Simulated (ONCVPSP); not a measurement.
**As: generating and testing an ONCV potential**

Task: generate the file, and judge it by its errors in other configurations, its logarithmic derivatives, its ghosts and its cutoff.

The numbers are computed with ONCVPSP 4.0.1.1 (patched build) (PBE, scalar-relativistic, spin-unpolarised reference atom).

## Step 1: The design

Typed settings, in words:

```json
{"element": "arsenic (As, Z = 33)", "type": "optimised norm-conserving Vanderbilt (ONCV)", "frozen core": "[Ar]", "valence charge": "15", "reference configuration": "3d10 4s2 4p1 (charge +2)", "partial waves": "4s: rc 1.40 bohr, ncon 4, nbas 7, qcut 5.1 1/bohr, 2 projectors, debl 2.3 Ha; 4p: rc 2.05 bohr, ncon 5, nbas 8, qcut 4.2 1/bohr, 1 projector; 3d: rc 0.95 bohr, ncon 4, nbas 9, qcut 14.2 1/bohr, 1 projector", "local potential": "polynomial inside 0.90 bohr (lpopt 4, dvloc0 4 Ha)", "core correction": "polynomial model core, fcfact 0.5"}
```

The nodes and maxima of the atom's own shells, from an earlier all-electron run, set the scale for the radii.

All-electron outer shells of the reference configuration (PBE, scalar-relativistic, ld1.x):

```json
{"shell": "3s", "level (eV)": "-211.66", "outermost node (bohr)": "0.25", "outermost maximum (bohr)": "0.52"}
{"shell": "3p", "level (eV)": "-155.03", "outermost node (bohr)": "0.22", "outermost maximum (bohr)": "0.52"}
{"shell": "3d", "level (eV)": "-61.94", "outermost node (bohr)": "–", "outermost maximum (bohr)": "0.47"}
{"shell": "4s", "level (eV)": "-33.45", "outermost node (bohr)": "0.73", "outermost maximum (bohr)": "1.57"}
{"shell": "4p", "level (eV)": "-22.67", "outermost node (bohr)": "0.77", "outermost maximum (bohr)": "1.83"}
```

## Step 2: The generation run

As.dat

```
# ATOM AND REFERENCE CONFIGURATION
# atsym  z   nc   nv     iexc    psfile
  As 33.00    5    3        4      upf
#
#   n    l    f
    1    0    2.00
    2    0    2.00
    2    1    6.00
    3    0    2.00
    3    1    6.00
    3    2   10.00
    4    0    2.00
    4    1    1.00
#
# PSEUDOPOTENTIAL AND OPTIMIZATION
# lmax
    2
#
#   l,   rc,      ep,       ncon, nbas, qcut
    0    1.40    0.00    4    7    5.10
    1    2.05    0.00    5    8    4.20
    2    0.95    0.00    4    9   14.20
#
# LOCAL POTENTIAL
# lloc, lpopt,  rc(5),   dvloc0
    4    4    0.90    4.00
#
# VANDERBILT-KLEINMAN-BYLANDER PROJECTORs
# l, nproj, debl
    0    2    2.30
    1    1    1.90
    2    1    3.00
#
# MODEL CORE CHARGE
# icmod, fcfact, rcfact
    1    0.50    0.00
#
# LOG DERIVATIVE ANALYSIS
# epsh1, epsh2, depsh
   -4.00    5.00    0.02
#
# OUTPUT GRID
# rlmax, drl
    6.00    0.01
#
# TEST CONFIGURATIONS
# ncnf
    4
# nvcnf
#   n    l    f
    3
    3    2   10.00
    4    0    2.00
    4    1    3.00
#
    3
    3    2   10.00
    4    0    2.00
    4    1    2.00
#
    3
    3    2   10.00
    4    0    2.00
    4    1    0.00
#
    3
    3    2   10.00
    4    0    1.00
    4    1    4.00
#
```

On the command line:

```sh
$ oncvpsp.x < As.dat > As.out
```

What does the calculation give? Wanted: cutoffs for 1 and 0.1 mHa per electron, occupied waves; bound ghosts; GHOST(+) flags; largest test error; largest phase difference near zero energy, channels read; rms error of d²Exc/dn², without and with the model core.

The runs gave:

| quantity | value |
| --- | --- |
| cutoffs for 1 and 0.1 mHa per electron, occupied waves | 95 Ha and 229 Ha |
| bound ghosts | s at -311.97 eV |
| GHOST(+) flags | none at low energy |
| largest test error (AE − PS) | +16 meV, for 3d10 4s2 4p3 |
| largest phase difference near zero energy, channels read | 0.028 rad |
| rms error of d²Exc/dn², without and with the model core | 6.91 and 1.77 mHa |

In words: It has a bound ghost (s), a state that the atom doesn't have, and that rules the file out. The worst unpolarised test, 3d10 4s2 4p3, is off by 16 meV on 27.1 eV; by total energies transferability rates as good. Atomic tests can pass in spite of a ghost, since they solve only for the levels asked. It counts as very hard, with 95 Ha needed at the looser tolerance. At the looser tolerance the 3d wave is the slowest; 4s needs 11 Ha. Near zero energy the phases of the channels with partial waves agree within 0.028 rad.
